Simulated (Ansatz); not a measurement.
# C2H4BBrO: one species, many methods

How much do the methods differ for C2H4BBrO? The plan is to run it at one geometry with functionals of several rungs and with coupled cluster. The yardstick is the atomisation energy at the CCSD(T) limit.

Computed with Ansatz 0.2.0, Gaussian basis. Level: functionals in def2-TZVPP, the program's frozen cores in correlated methods.

Plan: PBE-D4, r2SCAN-D4, PBE0-D4, B3LYP-D4, ωB97X-V, ωB97M-V, B2PLYP; CCSD(T)/def2-TZVPP; MP2/def2-QZVPP; extrapolation to the limit.

## 1. The relaxed structure

All runs share one geometry, relaxed beforehand with PBE0-D4 in a triple-zeta def2 set.

9 atoms, charge 0, spin multiplicity 1.

Atoms are counted from 1 here; the program's logs count them from 0.

Bond lengths: O1–B2 1.334 Å, O1–H6 0.963 Å, B2–C3 1.520 Å, B2–C4 1.524 Å, C3–C4 1.557 Å, C3–H7 1.088 Å, C3–H8 1.086 Å, C4–Br5 1.924 Å, C4–H9 1.083 Å. Angles: B2–O1–H6 113.4°, O1–B2–C3 147.9°, O1–B2–C4 149.8°, C3–B2–C4 61.5°, B2–C3–C4 59.4°, B2–C3–H7 118.3°, B2–C3–H8 123.9°, C4–C3–H7 117.4°, C4–C3–H8 114.3°, H7–C3–H8 112.7°, B2–C4–C3 59.1°, B2–C4–Br5 119.4°, B2–C4–H9 124.5°, C3–C4–Br5 118.7°, C3–C4–H9 115.9°, Br5–C4–H9 110.2°.

## 2. PBE-D4 (GGA)

The input, in.yaml:

```yaml
crystal:
  periodic: [false, false, false]
  atoms:
    - {symbol: O, position_ang: [0.999456, 1.792908, 0.173642]}
    - {symbol: B, position_ang: [0.449743, 0.577454, 0.160526]}
    - {symbol: C, position_ang: [0.617778, -0.909540, -0.106064]}
    - {symbol: C, position_ang: [-0.791725, -0.307088, 0.166177]}
    - {symbol: Br, position_ang: [-2.043444, -0.187024, -1.290695]}
    - {symbol: H, position_ang: [0.358964, 2.500313, 0.299796]}
    - {symbol: H, position_ang: [0.837941, -1.230223, -1.121780]}
    - {symbol: H, position_ang: [0.950733, -1.624721, 0.640345]}
    - {symbol: H, position_ang: [-1.291046, -0.658378, 1.060954]}
basis:
  gaussian: {orbitals: def2-TZVPP}
hamiltonian: {xc: pbe, dispersion: d4}
output: {forces: true, orbitals: {seedname: orbitals}}
```

The run is started by

```
$ ansatz run in.yaml --threads 4 --pin off --events-out ev --progress --plain --max-ram 10444MiB
```

Further steps of the session: r2SCAN-D4 (meta-GGA); PBE0-D4 (hybrid); B3LYP-D4 (hybrid); ωB97X-V (range-separated); ωB97M-V (range-separated); B2PLYP (double hybrid); CCSD(T) in def2-TZVPP; MP2 in def2-QZVPP.

Q: Predict the results of all the runs planned. Wanted: atomisation energy, CCSD(T)/CBS; farthest; mean size of error, hybrid; mean size of error, range-separated; gap, smallest and largest; T1 diagnostic; triples share of the correlation energy.

As calculated:

| quantity | value |
| --- | --- |
| atomisation energy, CCSD(T)/CBS | 3518.2 kJ/mol |
| functionals within 35.2 kJ/mol (1.0 %) | B3LYP-D4, ωB97X-V, ωB97M-V, B2PLYP |
| farthest | PBE-D4 (+130.4 kJ/mol) |
| mean size of error, hybrid | 27.3 kJ/mol |
| mean size of error, range-separated | 17.0 kJ/mol |
| gap, smallest and largest | 3.81 eV (PBE-D4), 10.67 eV (ωB97X-V) |
| T1 diagnostic | 0.0104 |
| triples share of the correlation energy | 3.9 % |

**Reading.** PBE-D4 misses by +130.4 kJ/mol. Double hybrids carry the basis error of their MP2 part in triple zeta, and no dispersion term here, so their miss is partly the set-up's. The reference freezes the cores and leaves out relativity and excitations past (T), and its outer-core shells are covered unevenly, so misses under about 35.2 kJ/mol can't be ranked. All levels share the lack of spin-orbit coupling, which lowers the free heavy atoms and so the true binding. Hartree-Fock recovers 72 % of the binding; the rest is correlation. The gap grows from 3.8 to 10.7 eV across the functionals, mostly with the share of exact exchange. Correlated methods include outer-core shells of Br, which these sets cover unevenly.
